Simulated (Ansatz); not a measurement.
# H5InO3Se: one species, many methods

One table from this session's results is given with a row withheld; the runs are named, their logs left out.

Program: Ansatz 0.2.0, Gaussian basis. Level of theory: functionals in def2-TZVPP, the program's frozen cores in correlated methods. These are calculated values, not measurements.

Levels to be run: LDA (SPW92), PBE-D4, revPBE-D4, BLYP-D4, r2SCAN-D4, B97M-V, PBE0-D4, B3LYP-D4, r2SCANh-D4, r2SCAN0-D4, HSE06-D4, BHLYP-D4, CAM-B3LYP-D4, LC-ωPBE, ωB97X-V, ωB97M-V, B2PLYP, PBE-QIDH; CCSD(T)/def2-SVP; CCSD(T)/def2-TZVPP; MP2/def2-QZVPP; extrapolation to the limit; RPA on PBE.

**Structure used throughout**

An earlier PBE0-D4 in a triple-zeta def2 set relaxation fixed the geometry. In takes the def2 core potential; no spin-orbit term is included.

SMILES `[OH][In-]([OH])([OH])[SeH2+]`, 10 atoms, charge 0, spin multiplicity 1.

Atoms are counted from 1 here; the program's logs count them from 0.

Bond lengths: O1–In2 1.995 Å, O1–H6 0.960 Å, In2–O3 2.000 Å, In2–O4 1.987 Å, In2–Se5 2.892 Å, O3–H7 0.960 Å, O4–H8 0.960 Å, Se5–H9 1.470 Å, Se5–H10 1.470 Å. Angles: In2–O1–H6 112.1°, O1–In2–O3 117.5°, O1–In2–O4 119.3°, O1–In2–Se5 93.4°, O3–In2–O4 119.8°, O3–In2–Se5 90.8°, O4–In2–Se5 103.7°, In2–O3–H7 111.7°, In2–O4–H8 111.6°, In2–Se5–H9 86.4°, In2–Se5–H10 86.0°, H9–Se5–H10 91.7°.

The first run:

Contents of in.yaml:

```yaml
crystal:
  periodic: [false, false, false]
  atoms:
    - {symbol: O, position_ang: [-1.539101, 1.326165, 0.277042]}
    - {symbol: In, position_ang: [-0.543456, -0.387090, 0.046632]}
    - {symbol: O, position_ang: [0.137057, -0.822568, -1.782691]}
    - {symbol: O, position_ang: [-0.776116, -1.836714, 1.386190]}
    - {symbol: Se, position_ang: [1.998400, 0.797396, 0.753101]}
    - {symbol: H, position_ang: [-2.180974, 1.278604, 0.989335]}
    - {symbol: H, position_ang: [-0.314029, -0.312685, -2.459801]}
    - {symbol: H, position_ang: [-0.547257, -2.694997, 1.021706]}
    - {symbol: H, position_ang: [1.385564, 2.089829, 0.415543]}
    - {symbol: H, position_ang: [2.379922, 0.562060, -0.647056]}
basis:
  gaussian: {orbitals: def2-TZVPP}
hamiltonian: {xc: lda}
output: {orbitals: {seedname: orbitals}}
```

Run with:

```
> ansatz run in.yaml --threads 4 --pin off --events-out ev --progress --plain --max-ram 11315MiB
```

Among the steps run: LDA; PBE-D4 (GGA); revPBE-D4 (GGA); BLYP-D4 (GGA); r2SCAN-D4 (meta-GGA); B97M-V (meta-GGA); B3LYP-D4 (hybrid); r2SCANh-D4 (hybrid); r2SCAN0-D4 (hybrid); HSE06-D4 (hybrid); BHLYP-D4 (hybrid); CAM-B3LYP-D4 (range-separated); LC-ωPBE (range-separated); ωB97X-V (range-separated); ωB97M-V (range-separated); B2PLYP (double hybrid); PBE-QIDH (double hybrid).

One table of the session follows, with a row left open; its other results are not shown here.

It belongs to the step «Frontier levels by functional». 

```
  functional  HOMO (eV)  gap (eV)
 LDA (SPW92)      -6.57      4.26
      PBE-D4      -6.34      4.33
   revPBE-D4      -6.25      4.38
     BLYP-D4      -6.25      4.25
   r2SCAN-D4      -6.70      4.99
      B97M-V      -6.75      4.91
     PBE0-D4      -7.93      6.83
    B3LYP-D4      -7.68      6.22
  r2SCANh-D4      -7.32      5.92
  r2SCAN0-D4      -8.18      7.25
    HSE06-D4      -7.53      6.06
    BHLYP-D4      -9.27      8.96
CAM-B3LYP-D4          ?         ?
     LC-ωPBE     -10.67     11.75
     ωB97X-V     -10.32     11.21
     ωB97M-V     -10.22     10.86
```

**Question.** Estimate the row for CAM-B3LYP-D4.

**Answer.** HOMO (eV): -9.33; gap (eV): 9.09. In the column «HOMO (eV)» it lies between ωB97M-V (-10.22) and BHLYP-D4 (-9.27).
